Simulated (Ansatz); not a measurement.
**F3H3OSi2 + HCl + HF: a complex and its separated parts**

The complex below is one end of an elementary step. How strongly is it bound against its free parts?

Method: PBE0-D4/def2-TZVP structures, single points in def2-TZVPP, no counterpoise correction; program: Ansatz 0.2.0, Gaussian basis.

Levels: SPW92, PBE-D4, BLYP-D4, r2SCAN-D4, B97M-V, PBE0-D4, B3LYP-D4, r2SCAN0-D4, BHLYP-D4, CAM-B3LYP-D4, wB97X-V, wB97M-V, B2PLYP, PBE-QIDH, RPA on PBE, Hartree-Fock, MP2, CCSD, CCSD(T).

Correlated methods freeze the cores. B3LYP uses VWN-RPA correlation. B2PLYP carries no dispersion term here.

113 further runs of the same task are left out: 113 set aside as unsound or not needed. Runs told in other sessions of the task aren't counted.

## 1. The starting structure

The complex: 13 atoms, charge 0, spin multiplicity 1.

Atoms are counted from 1 here; the program's logs count them from 0.

Bond lengths: Si1–O2 1.617 Å, Si1–F4 1.570 Å, Si1–F5 1.561 Å, Si1–F6 1.561 Å, O2–Si3 1.683 Å, Si3–H11 1.479 Å, Si3–H12 1.477 Å, Si3–H13 1.479 Å, H7–Cl8 1.290 Å, H9–F10 0.939 Å. Angles: O2–Si1–F4 108.9°, O2–Si1–F5 110.1°, O2–Si1–F6 110.2°, F4–Si1–F5 108.9°, F4–Si1–F6 108.9°, F5–Si1–F6 109.8°, Si1–O2–Si3 133.9°, O2–Si3–H11 108.5°, O2–Si3–H12 105.4°, O2–Si3–H13 108.5°, H11–Si3–H12 111.6°, H11–Si3–H13 110.9°, H12–Si3–H13 111.6°.

As a file:

```xyz
13
ClF4H5OSi2
Si   -0.8015    0.5124    1.1835
O    -0.3423    0.1072   -0.3134
Si   -1.0727    0.2075   -1.8260
F    -2.2400    1.1390    1.1219
F     0.1846    1.5651    1.7807
F    -0.8401   -0.7537    2.0960
H     2.7681   -1.0359    1.2143
Cl    2.7948   -0.9033    2.4969
H     1.2297   -0.5764   -0.4886
F     2.0871   -0.9496   -0.5775
H    -1.3680    1.6287   -2.1117
H    -0.0849   -0.3451   -2.7746
H    -2.3148   -0.5960   -1.8018
```

Its parts: F3H3OSi2 holds atoms 1, 2, 3, 4, 5, 6, 11, 12, 13; HCl holds atoms 7, 8; HF holds atoms 9, 10. Each part counts its atoms afresh in its own runs.

## 2. Relaxing F3H3OSi2 alone

relax-a/in.yaml

```yaml
crystal:
  periodic: [false, false, false]
  atoms:
    - {symbol: Si, position_ang: [-0.801545, 0.512439, 1.183518]}
    - {symbol: O, position_ang: [-0.342276, 0.107229, -0.313394]}
    - {symbol: Si, position_ang: [-1.072732, 0.207454, -1.825961]}
    - {symbol: F, position_ang: [-2.240001, 1.138994, 1.121939]}
    - {symbol: F, position_ang: [0.184608, 1.565103, 1.780706]}
    - {symbol: F, position_ang: [-0.840132, -0.753693, 2.096018]}
    - {symbol: H, position_ang: [-1.367958, 1.628668, -2.111675]}
    - {symbol: H, position_ang: [-0.084869, -0.345088, -2.774566]}
    - {symbol: H, position_ang: [-2.314759, -0.595978, -1.801758]}
basis:
  gaussian: {orbitals: def2-TZVP}
hamiltonian: {xc: pbe0, dispersion: d4}
relax: {f_tol: 0.005, max_steps: 200}
```

On the command line:

```console
$ ansatz run in.yaml --threads 4 --pin off --events-out ev --progress --plain --max-ram 46080MiB --backend cuda --devices 0, --max-vram 37GiB
```

Further steps of the session: Relaxing HCl alone; Relaxing HF alone; SPW92/def2-TZVPP; PBE-D4/def2-TZVPP; BLYP-D4/def2-TZVPP; r2SCAN-D4/def2-TZVPP; B97M-V/def2-TZVPP; PBE0-D4/def2-TZVPP; B3LYP-D4/def2-TZVPP; r2SCAN0-D4/def2-TZVPP; BHLYP-D4/def2-TZVPP; CAM-B3LYP-D4/def2-TZVPP; wB97X-V/def2-TZVPP; wB97M-V/def2-TZVPP; B2PLYP/def2-TZVPP; PBE-QIDH/def2-TZVPP; RPA on PBE/def2-TZVPP; CCSD(T)/def2-TZVPP; Vibrations of F3H3OSi2; Vibrations of HCl; Vibrations of HF.

Before running it: what results should come out? Wanted: complex less parts, CCSD(T)/def2-TZVPP; with zero-point energy; largest T1 diagnostic.

As calculated:

```
                              quantity      value
complex less parts, CCSD(T)/def2-TZVPP  -0.305 eV
                with zero-point energy  -0.175 eV
                 largest T1 diagnostic      0.011
```

**Reading.** At CCSD(T) the complex lies 0.305 eV below its parts. PBE-QIDH is the best functional here (+0.018 eV from CCSD(T)); SPW92 is the worst (-0.378 eV). By rung, the mean size of the error is: LDA 0.378, GGA 0.140, meta-GGA 0.071, hybrid 0.068, range-separated hybrid 0.076, double hybrid 0.025 eV. The double hybrids carry no dispersion term here, unlike the levels marked D4 or V. PBE-D4 gives a relative energy 0.158 eV too low, outside chemical accuracy (1 kcal/mol, 0.043 eV). The complex's frequency run has imaginary modes: the structure is no minimum, so both the energy and the zero-point correction are in doubt. No counterpoise was applied, and triple zeta lacks some correlation, so the CCSD(T) reference has a basis error of its own, and close matches with it are partly luck.
